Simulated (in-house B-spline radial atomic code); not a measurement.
# Co²⁵⁺: RPA and G0W0 on different mean-field starts

G0W0 and RPA are one-shot methods. How much does the choice of start matter for Co²⁵⁺?

The numbers are computed with an in-house B-spline radial atomic code, version 1 (RPA, second order, AC-SOSEX and G0W0 (contour deformation) on a non-relativistic mean field, all electrons; no spin-orbit coupling, Breit or QED terms), except any that are marked as measured or tabulated.

## 1. Starting point

- element: cobalt (Z = 27)
- charge: +25
- electrons: 2
- configuration: 1s2
- next ion, run as well: 1s1
- Hamiltonian: non-relativistic, point nucleus
- starts: Hartree-Fock, PBE, PBE0

Outer shells as boxes (Hund's rule):

Co25+
```
1s [↑↓]
```

## 2. The run with the Hartree-Fock start

The run's settings:

```ini
Z = 27
electrons = 2.0
configuration = 1s2
hamiltonian = nr
method = hf
lmax = 9
spin_polarised = False
box_radius = 3.47
intervals = 45
```

Command:

```bash
$ python run_gw.py task.json out
```

task.json lists these runs, among others, and the program works through them in turn.

After this run come: The run with the PBE start; The run with the PBE0 start.

What does the calculation give? Wanted: highest level, mean field; highest level, G0W0; RPA correlation energy; RPA+SOSEX.

The runs gave:

| quantity | value |
| --- | --- |
| highest level, mean field (range over the runs) | -9463.891 to -9294.848 eV |
| highest level, G0W0 (range over the runs) | -9463.510 to -9463.465 eV |
| RPA correlation energy | -0.09258 to -0.09090 hartree |
| RPA+SOSEX | -0.0463 to -0.0454 hartree |
| tabulated theoretical ionisation energy (1s shell) | 9544.2 eV (NIST Atomic Spectra Database, ionization energies) |
| G0W0 removal energy less that value | -80.7 eV |

What this shows: G0W0 turns a spread of 169 eV among the starts into one of 0.044 eV, 0.026 % of it. Without exact exchange the level is bound too weakly, and G0W0 lowers it by 169 eV. RPA gives the most correlation on PBE and the least on Hartree-Fock (1.8 % apart). The tabulated theoretical ionisation energy is 9544.2 eV. G0W0 is off by about -80.7 eV (-0.85 %) in every run shown, whatever the start. Relativity, left out here, binds an s electron more tightly: it works in the direction of closing this gap. Read as a removal energy, the bare PBE level is off by -249 eV (-2.6 %) and the nearest bare level, Hartree-Fock's, by -80.3 eV. As differences of total energies the mean miss over the starts is 84 eV for mean field, 80 eV for RPA, 81 eV for RPA+SOSEX.
